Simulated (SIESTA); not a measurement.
The system is MoPdRu2.

```
CELL_PARAMETERS angstrom
2.77343 0.00000 0.00000
-1.38672 2.40186 0.00000
0.00000 0.00000 8.89466
ATOMIC_POSITIONS crystal
Pd 0.00000 0.00000 0.50000
Ru 0.66667 0.33333 0.75785
Ru 0.66667 0.33333 0.24215
Mo 0.00000 0.00000 0.00000
```

The cell comes from a database or a generator and needn't be the stable form of this composition.

- Program: SIESTA 5.4.2
- Task: single point
- Functional: PBEsol
- Potentials or basis: PseudoDojo 0.4 standard (PBEsol files)
- Basis: DZP (energy shift 0.003 Ry; two zetas on semicore shells)
- Grid cutoff: 800 Ry
- Energy shift: 0.003 Ry
- k mesh: 11 × 11 × 3
- Occupations: fermi-dirac, width 0.05 eV
- Spin: no spin polarisation

On this cell: pressure -8.6 GPa; largest force 0.112 eV/Å; band gap on the k mesh none (metal or under the smearing width).

The same run follows on a disturbed copy (atoms moved at random, drawn with an rms of 0.05 Å):

```
Pd Ru Mo
1.0
     2.77343    0.00000    0.00000
    -1.38672    2.40186    0.00000
     0.00000    0.00000    8.89466
Pd Ru Mo
1 2 1
Direct
  0.98212 0.99248 0.50270
  0.66293 0.34918 0.75764
  0.65714 0.33963 0.24758
  0.99917 0.01865 0.00237
```

Q: What does the disturbed cell give?

A: The energy (extrapolated to zero smearing) moves by +1.7 meV/atom; pressure -9.3 GPa; largest force 0.235 eV/Å; band gap on the k mesh none (metal or under the smearing width).

Forces on the atoms (eV/Å):
```
Pd   0.013  0.117 -0.017
Ru  -0.002 -0.073  0.223
Ru   0.009  0.014 -0.232
Mo  -0.018 -0.057  0.028
```

Stress tensor (GPa, compression positive):
```
 -8.68   0.04   0.03
  0.04  -8.65   0.14
  0.03   0.14 -10.69
```

Caveats: the basis of atomic orbitals isn't converged, which shifts pressures, moduli and gaps.
